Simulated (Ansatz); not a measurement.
Here is an Ansatz 0.2.0 calculation.

input.yaml

```yaml
crystal:
  lattice:
    - [-1.582604985, 2.21051759, 4.47507591]
    - [1.582604985, -2.21051759, 4.47507591]
    - [1.582604985, 2.21051759, -4.47507591]
  atoms:
    - { symbol: Mo, position: [-0.005033, 0.491619, 0.492808] }
    - { symbol: Mo, position: [0.243144, 0.243608, -0.005931] }
    - { symbol: Mo, position: [0.768318, 0.751588, -0.000261] }
    - { symbol: Ti, position: [0.493689, -0.00282, 0.495055] }
kpoints:
  mp_grid: { grid: [10, 10, 10] }
scf:
  occupations: { method: fermi_dirac, width: 0.05 }
hamiltonian:
  xc: pbesol
  pseudopotentials: { kind: all_electron, lapw: { basis_error: 0.001 } }
output:
  forces: true
  stress: true
  eigenvalues: true
  populations: true
```

Potentials or basis: all-electron LAPW, scalar-relativistic.

Command:

```console
$ ansatz run input.yaml --threads 2 --pin off --max-ram 8192MiB --backend cpu --events-out ev --progress --plain --runs-dir out
```

(1) Predict the pressure.

(2) What does it give for the band gap on the k mesh?

(3) Estimate the largest force.

## Answers

(1) -5.1 GPa.

(2) none (metal or under the smearing width).

(3) 0.904 eV/Å.
